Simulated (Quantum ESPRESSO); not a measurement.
AlSn, 2 atoms in the cell. Symmetry: P-6m2, No. 187, hexagonal system. Conventional cell: a = 4.198 Å, b = 4.198 Å, c = 3.307 Å, α = 90.00°, β = 90.00°, γ = 120.00°. Around Sn (site symmetry -6m2) lie 6 Al at 2.93 Å and 2 Sn at 3.31 Å. Al (site symmetry -6m2) is surrounded by 6 Sn at 2.93 Å and 2 Al at 3.31 Å. The cell comes from a database or a generator and needn't be the stable form of this composition.

```yaml
Program: Quantum ESPRESSO 7.5
Task: relaxation of cell and atoms
Functional: PBEsol
Potentials_or_basis: GBRV 1.5 PBEsol
Cutoff: 1061 eV
Density_cutoff: 8517 eV
k_mesh: 7 × 7 × 8
Occupations: fermi-dirac, width 0.05 eV
Spin: no spin polarisation
Target_pressure: 30 GPa
Mixing_beta: 0.5
Most_SCF_iterations: 120
SCF_threshold: 4e-10 Ry
Most_ionic_steps: 40
Forc_conv_thr: 0.0004 Ry/bohr
Etot_conv_thr: 1e-05 Ry
Ion_dynamics: bfgs
Cell_dynamics: bfgs
Press_conv_thr: 0.3 kbar
```

Potentials or basis: GBRV 1.5 PBEsol.

Command:

```console
$ OMP_NUM_THREADS=1 mpirun -n 2 pw.x -nk 2 -in pw.in > pw.out
```

Hardware: 2 MPI ranks on Arm Neoverse V2, with other jobs on the host.

Q: Estimate the wall time of this run.

A: Run time: 4.9 min on 2 MPI ranks on Arm Neoverse V2, on a shared host, peak memory 0.56 GiB a rank. Counts: scf iterations 136, k pools 2, bands 15, ion steps 16, k points 40, g dense 90049.
